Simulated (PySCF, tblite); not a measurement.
# C5H13NOSi: geometry, infrared bands and NMR shifts

Wanted: the infrared bands and NMR shifts of C5H13NOSi (`N[Si@@H](O)C1CCCC1`), by calculation.

Computed with tblite 0.8.0 and PySCF 2.14.0, with density-fitted response routines of our own, on a single molecule in the gas phase. Atoms are numbered from 0 throughout.

### Step 1. The molecule as given

21 atoms, charge 0, multiplicity 1; geometry from: force field or distance geometry start.

Bonds of the start (Å): N0–Si1 1.71, Si1–O2 1.65, Si1–C3 1.86, C3–C4 1.54, C4–C5 1.53, C5–C6 1.53, C6–C7 1.53, C7–C3 1.52, N0–H8 1.01, N0–H9 1.03, Si1–H10 1.47, O2–H11 0.97, C3–H12 1.11, C4–H13 1.09, C4–H14 1.10, C5–H15 1.09, C5–H16 1.10, C6–H17 1.10, C6–H18 1.10, C7–H19 1.09, C7–H20 1.09.

### Step 2. Relaxing the molecule with GFN2-xTB

The job: settings as JSON, then the geometry in Å.

```
{"job": {"kind": "relax", "xc": "GFN2-xTB", "basis": "xTB"}, "charge": 0, "multiplicity": 1}
N      2.727500     0.590100     1.042100
Si     1.680200     0.971900    -0.252200
O      2.439900     0.204300    -1.497700
C     -0.053200     0.396600     0.075400
C     -0.240900    -1.117500     0.317500
C     -1.749600    -1.339600     0.190800
C     -2.279700    -0.185100    -0.659300
C     -1.062900     0.663400    -1.027300
H      3.649000     0.948000     0.816500
H      2.422500     1.108900     1.873300
H      1.754800     2.426400    -0.416300
H      2.683400    -0.712700    -1.317900
H     -0.405600     0.912000     0.996800
H      0.146800    -1.446600     1.279400
H      0.273200    -1.692600    -0.460000
H     -1.970400    -2.311900    -0.241400
H     -2.210900    -1.315300     1.187900
H     -2.809400    -0.553000    -1.544700
H     -2.992300     0.408000    -0.063200
H     -1.323600     1.721100    -1.110800
H     -0.687800     0.340200    -2.002900
```

Run with:

```
> OMP_NUM_THREADS=1 python probes_run.py task.json out
```

The driver reads the jobs from task.json and runs them one after another.

**Question.** This job is followed by: GFN2-xTB harmonic vibrations, gas phase; GIAO PBE0/pcSseg-1 NMR shielding, non-relativistic, gas phase. What will the session give for the following? strongest single infrared mode (GFN2-xTB); zero-point energy (GFN2-xTB); ¹³C shifts against TMS (PBE0/pcSseg-1); ¹H shifts against TMS (PBE0/pcSseg-1, means over atoms taken as alike); ¹⁵N shifts against NH3 (PBE0/pcSseg-1); ²⁹Si shifts against TMS (PBE0/pcSseg-1); ¹⁷O shifts against H2O (PBE0/pcSseg-1); surface potential, 1st and 99th percentile.

**Answer**, as computed:

| quantity | value |
| --- | --- |
| strongest single infrared mode (GFN2-xTB) | 2257 cm⁻¹, 323 km/mol |
| zero-point energy (GFN2-xTB) | 111.3 kcal/mol |
| ¹³C shifts against TMS (PBE0/pcSseg-1) | 32.4, 30.7, 30.7, 27.3, 27.2 ppm |
| ¹H shifts against TMS (PBE0/pcSseg-1, means over atoms taken as alike) | 5.04, 1.88, 1.81, 1.80, 1.71, 1.60, 1.59, 1.39, 1.28, 1.07, 0.44, 0.37 ppm |
| ¹⁵N shifts against NH3 (PBE0/pcSseg-1) | 28.7 ppm |
| ²⁹Si shifts against TMS (PBE0/pcSseg-1) | -17.7 ppm |
| ¹⁷O shifts against H2O (PBE0/pcSseg-1) | 28.7 ppm |
| surface potential, 1st and 99th percentile | -1.50 V and 1.85 V |

What this shows: Relaxing lowered the energy by 0.315 eV in 57 steps; the close pair that moved most is Si1–C3, from 1.856 to 1.901 Å. All 57 modes are real, so the xTB geometry is a minimum. The strongest single mode, at 2257 cm⁻¹, moves mainly H10. GFN2-xTB is a fitted tight-binding method: band positions and strengths are rough. Its intensities can rank the bands wrongly.
